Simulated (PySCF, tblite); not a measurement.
# C₈H₁₂: a rotation path, then NMR shifts on frames

Aim: move C₈H₁₂ (`C=CCC(=C)/C=C\C`) away from its starting geometry and see how NMR shifts follow the geometry.

The runs use tblite 0.8.0 and PySCF 2.14.0, with density-fitted response routines of our own; the level of theory stands in each step. All values are computed, except where a source is named. Atoms count from 0, in the outputs and in this text.

### Step 1. The starting structure

20 atoms, charge 0, multiplicity 1; geometry from: GFN2-xTB.

Bonds of the start (Å): C0–C1 1.32, C1–C2 1.50, C2–C3 1.51, C3–C4 1.33, C3–C5 1.46, C5–C6 1.33, C6–C7 1.49, C0–H8 1.08, C0–H9 1.08, C1–H10 1.08, C2–H11 1.09, C2–H12 1.09, C4–H13 1.08, C4–H14 1.08, C5–H15 1.08, C6–H16 1.08, C7–H17 1.09, C7–H18 1.09, C7–H19 1.08.

### Step 2. The rotation path with GFN2-xTB

What the job is given:

```
{"job": {"kind": "neb", "xc": "GFN2-xTB", "basis": "xTB", "atoms": [1, 2, 3, 5], "turn": 120}, "charge": 0, "multiplicity": 1}
C      3.130475     0.684380    -0.274179
C      2.010458     0.221909    -0.796885
C      0.650932     0.414282    -0.200515
C     -0.045852    -0.901414     0.065204
C      0.656943    -1.983831     0.396340
C     -1.496049    -1.004579    -0.087647
C     -2.440549    -0.076645     0.060170
C     -2.297646     1.350374     0.477688
H      4.088389     0.530942    -0.741844
H      3.138196     1.241945     0.648650
H      2.028468    -0.340198    -1.721792
H      0.745238     0.977792     0.731828
H      0.044270     1.000213    -0.895369
H      1.726429    -1.951269     0.514956
H      0.180210    -2.931277     0.584251
H     -1.827732    -2.005936    -0.338122
H     -3.465271    -0.378652    -0.121957
H     -3.150124     1.636574     1.091773
H     -2.292392     2.004271    -0.396129
H     -1.389539     1.521798     1.045865
```

Method: GFN2-xTB climbing-image nudged elastic band, gas phase.

Run with:

```bash
$ OMP_NUM_THREADS=1 python probes_run.py task.json out
```

The driver reads the jobs from task.json and runs them one after another.

What it wrote:

```text
image   E - E0 / eV
  0       0.0000
  1       0.0052
  2       0.0223
  3       0.0427
  4       0.0557
  5       0.0561
  6       0.0456
  7       0.0294
  8       0.0117
```

Wall time 3 s (1 thread of Arm Neoverse V2, shared host); peak memory 0.19 GiB.

The final band, with the dihedral C1–C2–C3–C5:

```csv
image,dihedral (°),energy (eV),energy (kcal/mol)
0,-146,0.000,0.0
1,-136,0.005,0.1
2,-126,0.022,0.5
3,-114,0.043,1.0
4,-103,0.056,1.3
5,-92,0.056,1.3
6,-81,0.046,1.1
7,-69,0.029,0.7
8,-60,0.012,0.3
```

### Step 3. Shielding tensors: image 0, PBE0/pcSseg-1

What the job is given:

```
{"job": {"kind": "nmr", "xc": "PBE0", "basis": "pcSseg-1", "pop": false}, "charge": 0, "multiplicity": 1}
C      3.130500     0.684400    -0.274200
C      2.010500     0.221900    -0.796900
C      0.650900     0.414300    -0.200500
C     -0.045900    -0.901400     0.065200
C      0.656900    -1.983800     0.396300
C     -1.496000    -1.004600    -0.087600
C     -2.440500    -0.076600     0.060200
C     -2.297600     1.350400     0.477700
H      4.088400     0.530900    -0.741800
H      3.138200     1.241900     0.648600
H      2.028500    -0.340200    -1.721800
H      0.745200     0.977800     0.731800
H      0.044300     1.000200    -0.895400
H      1.726400    -1.951300     0.515000
H      0.180200    -2.931300     0.584300
H     -1.827700    -2.005900    -0.338100
H     -3.465300    -0.378700    -0.122000
H     -3.150100     1.636600     1.091800
H     -2.292400     2.004300    -0.396100
H     -1.389500     1.521800     1.045900
```

Level: GIAO PBE0/pcSseg-1 NMR shielding, non-relativistic, gas phase.

What it wrote:

```text
coarse grid: 16128 points
cycle   1  E = -311.4716259288  dE =  9.139e-01  |g| = 4.465e-01  |ddm| = 4.000e+00
cycle   2  E = -311.4776959089  dE = -6.070e-03  |g| = 4.338e-01  |ddm| = 8.290e-01
cycle   3  E = -311.5279319600  dE = -5.024e-02  |g| = 3.620e-02  |ddm| = 4.198e-01
cycle   4  E = -311.5279401424  dE = -8.182e-06  |g| = 3.606e-02  |ddm| = 7.087e-02
cycle   5  E = -311.5282922841  dE = -3.521e-04  |g| = 4.579e-03  |ddm| = 3.634e-02
cycle   6  E = -311.5282969252  dE = -4.641e-06  |g| = 1.255e-03  |ddm| = 5.969e-03
final grid: 154128 points
cycle   7  E = -311.5788760334  dE = -5.967e-05  |g| = 9.291e-03  |ddm| = 4.833e-02
cycle   8  E = -311.5788733155  dE =  2.718e-06  |g| = 9.900e-03  |ddm| = 1.753e-02
cycle   9  E = -311.5788987021  dE = -2.539e-05  |g| = 1.530e-03  |ddm| = 9.686e-03
cycle  10  E = -311.5788992845  dE = -5.824e-07  |g| = 2.956e-04  |ddm| = 1.543e-03
cycle  11  E = -311.5788993055  dE = -2.098e-08  |g| = 8.934e-05  |ddm| = 3.505e-04
cycle  12  E = -311.5788993073  dE = -1.878e-09  |g| = 3.073e-05  |ddm| = 1.178e-04
cycle  13  E = -311.5788993076  dE = -2.199e-10  |g| = 9.340e-06  |ddm| = 3.527e-05
converged SCF energy = -311.5788993076

GIAO shielding tensors (ppm)
atom      isotropic    diamagn.    paramagn.     s11        s22        s33       span
  0 C       64.160     253.652    -189.492    -47.779     83.450    156.810    204.589
  1 C       39.636     255.573    -215.937    -82.346     45.140    156.112    238.458
  2 C      141.925     248.511    -106.586    129.198    137.278    159.300     30.101
  3 C       33.132     260.669    -227.536    -82.192     26.610    154.979    237.171
  4 C       60.825     253.284    -192.459    -45.096     68.321    159.251    204.347
  5 C       45.967     253.272    -207.305    -59.295     61.556    135.641    194.936
  6 C       53.239     256.139    -202.901    -52.601     53.800    158.517    211.118
  7 C      167.728     250.564     -82.836    155.332    167.061    180.792     25.460
  8 H       26.349      28.154      -1.806     23.342     25.482     30.223      6.880
  9 H       26.327      31.746      -5.419     22.841     25.703     30.438      7.597
 10 H       25.680      31.727      -6.047     23.228     25.451     28.361      5.134
 11 H       28.575      33.605      -5.030     25.037     29.300     31.388      6.351
 12 H       28.566      33.788      -5.222     23.878     28.795     33.025      9.147
 13 H       26.208      32.426      -6.218     23.443     24.291     30.891      7.449
 14 H       26.264      31.645      -5.381     23.495     25.471     29.827      6.332
 15 H       25.233      31.955      -6.722     22.825     24.192     28.682      5.857
 16 H       25.932      29.805      -3.873     23.102     26.114     28.580      5.478
 17 H       29.934      28.179       1.754     25.767     27.863     36.171     10.403
 18 H       29.669      30.271      -0.602     26.183     27.814     35.009      8.826
 19 H       29.612      33.060      -3.448     24.717     30.723     33.397      8.680
```

It took 32 s on 1 thread of Arm Neoverse V2, shared host; peak memory 0.87 GiB.

The references, computed at this level on geometries of the same kind, shield at (ppm): 1H TMS 31.72, 13C TMS 186.9. Their shielding less the atom's gives the shift. The references are single molecules in the gas phase. Each atom is listed at this fixed geometry, with no averaging over motion; a spectrum would average atoms that exchange fast.

```csv
atoms,environment,σ (ppm),δ (ppm)
C3,fully substituted alkene carbon,33.1,153.8
C1,alkene CH,39.6,147.3
C5,alkene CH,46.0,141.0
C6,alkene CH,53.2,133.7
C4,terminal =CH2 carbon,60.8,126.1
C0,terminal =CH2 carbon,64.2,122.8
C2,allylic sp3 CH2,141.9,45.0
C7,allylic methyl carbon,167.7,19.2
H15,hydrogen on an alkene CH,25.23,6.48
H10,hydrogen on an alkene CH,25.68,6.04
H16,hydrogen on an alkene CH,25.93,5.78
H13,hydrogen on a terminal =CH2 carbon,26.21,5.51
H14,hydrogen on a terminal =CH2 carbon,26.26,5.45
H9,hydrogen on a terminal =CH2 carbon,26.33,5.39
H8,hydrogen on a terminal =CH2 carbon,26.35,5.37
H12,hydrogen on an allylic sp3 CH2,28.57,3.15
H11,hydrogen on an allylic sp3 CH2,28.58,3.14
H19,hydrogen on an allylic methyl carbon,29.61,2.10
H18,hydrogen on an allylic methyl carbon,29.67,2.05
H17,hydrogen on an allylic methyl carbon,29.93,1.78
```

The fields below are evaluated on a grid from the run's orbitals.

Frontier orbitals at PBE0/pcSseg-1, with the share of their density that lies nearest to each atom:

```csv
orbital,energy (eV),lies on
HOMO,-6.47,"C4, C6 about 24 % each; C3, C5 about 14 % each"
LUMO,-0.57,"C3, C4, C6 about 19 % each; C5 12 %; H13, H14 about 6 % each"
```

ELF in a plane through or near 7 of the atoms.

Ten even steps from '0' (0.00) to '9' (1.00):
```
0000000000000000000000000000
0000000000000000000000000000
0000000000000000000000000000
0000000000002410000000000000
0000000000016720376000000000
0000000001246600999100000000
0000000004567612998000000000
0000000001248857154168600000
0000000221005249157799940000
0000332466547954574399810000
0005998682494240058741000000
0007999257572770146531000000
0004998566213640268753100000
0000122453100100169841000000
0000000121000000037610000000
0000000000000000001000000000
0000000000000000000000000000
0000000000000000000000000000
0000000000000000000000000000
0000000000000000000000000000
```
The map spans 13.4 Å across and 11.0 Å up, centred on the molecule. Atoms in the plane (x, y in Å): C0 (-3.1, -0.9), C2 (-0.6, -0.5), C5 (1.4, 1.1), C6 (2.4, 0.3), H8 (-4.1, -0.8), H15 (1.6, 2.1), H16 (3.4, 0.6).

On the surface of density 0.002 e/bohr³ the electrostatic potential runs, from the 1st to the 99th percentile, from -0.74 V near C5 to 0.70 V near H11.

### Step 4. Nuclear shieldings: image 2, PBE0/pcSseg-1

What the job is given:

```
{"job": {"kind": "nmr", "xc": "PBE0", "basis": "pcSseg-1", "pop": false}, "charge": 0, "multiplicity": 1}
C      3.133300     0.624600    -0.462200
C      1.907800     0.299100    -0.826100
C      0.694200     0.435100     0.040700
C     -0.022400    -0.888900     0.191800
C      0.656600    -1.970300     0.573700
C     -1.441100    -1.002600    -0.134600
C     -2.408200    -0.087000    -0.077300
C     -2.336500     1.329400     0.395600
H      3.970300     0.534800    -1.133500
H      3.352800     1.000800     0.524100
H      1.714500    -0.079700    -1.821600
H      0.985600     0.817000     1.022800
H      0.030500     1.157700    -0.432300
H      1.704900    -1.920600     0.815000
H      0.184500    -2.934200     0.667300
H     -1.730000    -2.002100    -0.439600
H     -3.398800    -0.392500    -0.391800
H     -3.278800     1.601600     0.868600
H     -2.191300     2.006900    -0.448400
H     -1.533000     1.481700     1.110400
```

Method: GIAO PBE0/pcSseg-1 NMR shielding, non-relativistic, gas phase.

What it wrote:

```text
coarse grid: 16128 points
cycle   1  E = -311.4704684018  dE =  9.131e-01  |g| = 4.459e-01  |ddm| = 3.992e+00
cycle   2  E = -311.4767708699  dE = -6.302e-03  |g| = 4.322e-01  |ddm| = 8.231e-01
cycle   3  E = -311.5266636644  dE = -4.989e-02  |g| = 3.546e-02  |ddm| = 4.127e-01
cycle   4  E = -311.5266550397  dE =  8.625e-06  |g| = 3.622e-02  |ddm| = 6.941e-02
cycle   5  E = -311.5270112296  dE = -3.562e-04  |g| = 4.538e-03  |ddm| = 3.591e-02
cycle   6  E = -311.5270157808  dE = -4.551e-06  |g| = 1.254e-03  |ddm| = 5.730e-03
final grid: 154128 points
cycle   7  E = -311.5773065699  dE = -5.360e-05  |g| = 9.128e-03  |ddm| = 4.164e-02
cycle   8  E = -311.5773024252  dE =  4.145e-06  |g| = 1.002e-02  |ddm| = 1.743e-02
cycle   9  E = -311.5773283538  dE = -2.593e-05  |g| = 1.824e-03  |ddm| = 9.934e-03
cycle  10  E = -311.5773291952  dE = -8.414e-07  |g| = 2.576e-04  |ddm| = 1.694e-03
cycle  11  E = -311.5773292104  dE = -1.522e-08  |g| = 9.290e-05  |ddm| = 3.283e-04
cycle  12  E = -311.5773292124  dE = -1.998e-09  |g| = 3.297e-05  |ddm| = 1.179e-04
cycle  13  E = -311.5773292127  dE = -2.508e-10  |g| = 9.831e-06  |ddm| = 3.544e-05
converged SCF energy = -311.5773292127

GIAO shielding tensors (ppm)
atom      isotropic    diamagn.    paramagn.     s11        s22        s33       span
  0 C       66.983     253.426    -186.443    -41.850     86.025    156.774    198.624
  1 C       38.604     255.750    -217.146    -85.871     44.526    157.157    243.028
  2 C      144.215     248.294    -104.079    130.392    142.392    159.861     29.469
  3 C       33.112     260.690    -227.577    -82.947     26.632    155.652    238.599
  4 C       58.533     253.008    -194.475    -51.946     69.212    158.334    210.280
  5 C       46.377     253.172    -206.796    -58.525     61.637    136.018    194.543
  6 C       53.437     255.920    -202.483    -52.353     53.895    158.769    211.122
  7 C      167.593     250.650     -83.057    155.743    168.080    178.956     23.213
  8 H       26.513      28.398      -1.885     23.667     25.499     30.372      6.705
  9 H       26.418      31.572      -5.154     22.900     25.904     30.451      7.551
 10 H       25.705      31.987      -6.281     23.089     25.125     28.902      5.812
 11 H       28.724      33.416      -4.693     26.170     28.162     31.839      5.669
 12 H       28.429      34.473      -6.044     23.104     27.706     34.477     11.373
 13 H       26.200      32.223      -6.023     22.985     24.696     30.919      7.934
 14 H       26.127      31.551      -5.424     23.066     25.490     29.826      6.760
 15 H       25.280      32.115      -6.835     22.989     24.208     28.643      5.653
 16 H       25.925      29.959      -4.034     23.087     26.100     28.588      5.500
 17 H       29.910      27.969       1.941     25.766     27.820     36.143     10.377
 18 H       29.627      30.407      -0.780     26.014     27.999     34.867      8.853
 19 H       29.643      32.606      -2.963     24.978     30.829     33.122      8.144
```

Run time: 25 s. Hardware: 1 thread of Arm Neoverse V2, shared host; peak memory 0.86 GiB.

Key values: δ C3 153.8, C1 148.3, C5 140.5, C6 133.5, H15 6.44, H10 6.01 ppm.

[end of part 1 of 2]
